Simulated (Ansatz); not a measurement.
# C3H5AlClNO: the cost of one run

Program: Ansatz 0.2.0. Level of theory: RKS PBE0-D4/def2-SVP. These are calculated values, not measurements.

## 1. Starting point

Bond lengths: N1–C2 1.491 Å, C2–O3 1.458 Å, O3–C4 1.417 Å, C4–C5 1.379 Å, C5–Cl6 1.771 Å, C2–Al7 1.839 Å, C4–Al7 1.936 Å, N1–H8 1.032 Å, N1–H9 1.108 Å, C2–H10 1.124 Å, C5–H11 1.043 Å, Al7–H12 1.582 Å. Angles (14 of 19 angles, heavy atoms first): N1–C2–O3 113.1°, N1–C2–Al7 111.2°, O3–C2–Al7 101.7°, C2–O3–C4 92.4°, O3–C4–C5 129.3°, O3–C4–Al7 98.8°, C5–C4–Al7 131.5°, C4–C5–Cl6 120.2°, C2–Al7–C4 66.7°, N1–C2–H10 108.6°, O3–C2–H10 111.2°, Al7–C2–H10 111.0°, C2–N1–H8 104.8°, C2–N1–H9 105.0°.

Coordinates:

```xyz
12

N     0.6371   -0.8981    1.9598
C     0.7909    0.0660    0.8330
O    -0.4187    0.8358    0.5699
C    -0.4480    0.4394   -0.7903
C    -1.3702    0.7457   -1.7688
Cl   -2.6516    1.9260   -1.4491
Al    1.0281   -0.8131   -0.7651
H    -0.3046   -1.3015    1.8354
H     0.5415   -0.2678    2.8663
H     1.6617    0.7406    1.0554
H    -1.2902    0.3040   -2.7099
H     1.9010   -1.8321   -1.6026
```

## 2. End point A

input.yaml reads:

```yaml
crystal:
  periodic: [false, false, false]
  atoms:
    - { symbol: "N", position_ang: [0.6371, -0.8981, 1.9598] }
    - { symbol: C, position_ang: [0.7909, 0.066, 0.833] }
    - { symbol: O, position_ang: [-0.4187, 0.8358, 0.5699] }
    - { symbol: C, position_ang: [-0.448, 0.4394, -0.7903] }
    - { symbol: C, position_ang: [-1.3702, 0.7457, -1.7688] }
    - { symbol: Cl, position_ang: [-2.6516, 1.926, -1.4491] }
    - { symbol: Al, position_ang: [1.0281, -0.8131, -0.7651] }
    - { symbol: H, position_ang: [-0.3046, -1.3015, 1.8354] }
    - { symbol: H, position_ang: [0.5415, -0.2678, 2.8663] }
    - { symbol: H, position_ang: [1.6617, 0.7406, 1.0554] }
    - { symbol: H, position_ang: [-1.2902, 0.304, -2.7099] }
    - { symbol: H, position_ang: [1.901, -1.8321, -1.6026] }
basis:
  gaussian: { orbitals: def2-SVP }
hamiltonian:
  xc: pbe0
  dispersion: d4
relax:
  f_tol: 0.015
  max_steps: 40
```

Run with:

```console
> ansatz run input.yaml --threads 2 --pin off --max-ram 3072MiB --backend cpu --events-out ev --progress --plain --runs-dir out
```

What time and memory should one allow on 2 threads of AMD EPYC 9R14 (Zen 4), shared host?

About 44 s, with a peak of 0.39 GiB.
